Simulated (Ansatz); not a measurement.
# H₂Br (doublet): wave-function methods side by side at distance Br1–H2 along a hydrogen transfer = 1.538 Å, 6-31G

Aim: climb from Hartree-Fock through coupled cluster and multireference methods for H₂Br (doublet) at one geometry and basis, and see what each rung misses.

The runs use Ansatz 0.2.0, Gaussian basis; 6-31G, core rule «outside noble gas», up to 14 orbitals frozen.

Plan: UHF; CCSD(T) on ROHF; CCSD(T) on UHF; BCCD(T) on ROHF; CISD; CCSDT(Q) on ROHF; CCSDT(Q) on UHF; CISDTQ; CCSDTQ on ROHF; CASSCF and MRCISD+Q, 3 electrons in 3 orbitals; CASSCF and NEVPT2, 3 electrons in 3 orbitals; CASSCF and MRCISD+Q, 9 electrons in 6 orbitals; CASSCF and NEVPT2, 9 electrons in 6 orbitals.

14 further runs of the same task are left out: 1 that didn't finish, 13 set aside as unsound or not needed.

### 1 What is computed

The geometry derives from fragments relaxed apart (PBE0/def2-TZVP) and kept rigid, so it is no stationary point. A hydrogen atom is moved between rigid fragments. No spin-orbit coupling is included. The filled d shell of Br may be among the frozen orbitals whatever the setting's name suggests; the logs give the count.

3 atoms, charge 0, spin multiplicity 2.

Atoms are counted from 1 here; the program's logs count them from 0.

Bond lengths: Br1–H2 1.538 Å.

Coordinates:

```xyz
3

Br    0.0000    0.0000   -1.3260
H     0.0000    0.0000    0.2120
H     0.0000    0.0000    1.1140
```

### 2 UHF

in.yaml

```yaml
crystal:
  periodic: [false, false, false]
  atoms:
    - {symbol: Br, position_ang: [0.000000, 0.000000, -1.326000]}
    - {symbol: H, position_ang: [0.000000, 0.000000, 0.212000]}
    - {symbol: H, position_ang: [0.000000, 0.000000, 1.114000]}
basis:
  gaussian: {orbitals: 6-31G}
magnetization: {spin_polarized: true, initial_magnetization: 1}
hamiltonian: {xc: hf}
output: {orbitals: {seedname: orbitals}}
```

Started as:

```sh
> ansatz run in.yaml --threads 1 --pin off --events-out ev --progress --plain --max-ram 2393MiB
```

The runs that follow: CCSD(T) on ROHF; CCSD(T) on UHF; BCCD(T) on ROHF; CISD; CCSDT(Q) on ROHF; CCSDT(Q) on UHF; CISDTQ; CCSDTQ on ROHF; CASSCF and MRCISD+Q, 3 electrons in 3 orbitals; CASSCF and NEVPT2, 3 electrons in 3 orbitals; CASSCF and MRCISD+Q, 9 electrons in 6 orbitals; CASSCF and NEVPT2, 9 electrons in 6 orbitals.

Before running them: what should the planned runs give, taken together? Wanted: RCCSDTQ below the RHF energy; RMP2 from RCCSDTQ; UMP2 from RCCSDTQ; RCCSD from RCCSDTQ; RCCSD(T) from RCCSDTQ; UCCSD(T) from RCCSDTQ; RCCSDT(Q) from RCCSDTQ; UCCSDT(Q) from RCCSDTQ; NEVPT2 pair from RCCSDTQ.

**Answer**, as computed:

| quantity | value |
| --- | --- |
| RCCSDTQ below the RHF energy | -1.9315 eV |
| RMP2 from RCCSDTQ | +36.6 kJ/mol |
| UMP2 from RCCSDTQ | +37.6 kJ/mol |
| RCCSD from RCCSDTQ | +2.3 kJ/mol |
| RCCSD(T) from RCCSDTQ | +0.4 kJ/mol |
| UCCSD(T) from RCCSDTQ | +0.4 kJ/mol |
| RCCSDT(Q) from RCCSDTQ | 0.0 kJ/mol |
| UCCSDT(Q) from RCCSDTQ | 0.0 kJ/mol |
| NEVPT2 pair from RCCSDTQ | +18.8 kJ/mol |
| MRCISD+Q pair from RCCSDTQ | +1.3 kJ/mol |
| NEVPT2 valence from RCCSDTQ | +27.3 kJ/mol |
| levels within 1 kcal/mol (43 meV) | RCCSD, UCCSD, RCCSD(T), UCCSD(T), BCCD(T), RCCSDT, UCCSDT, CISDTQ, RCCSDT(Q), UCCSDT(Q), MRCISD pair, MRCISD+Q pair, MRCISD valence, MRCISD+Q valence |
| T1 diagnostic | 0.020 |
| effectively unpaired electrons | 1.01 |

RCCSD(T) lands +0.4 kJ/mol from the yardstick (0.2 % of the correlation energy). One determinant dominates. Of the multireference levels listed MRCISD+Q valence comes nearest in total energy (+1.3 kJ/mol), which doesn't show that its space is the better one. These misses are within one basis, not against nature; the frozen cores of restricted and unrestricted runs differ, which can shift their rows.
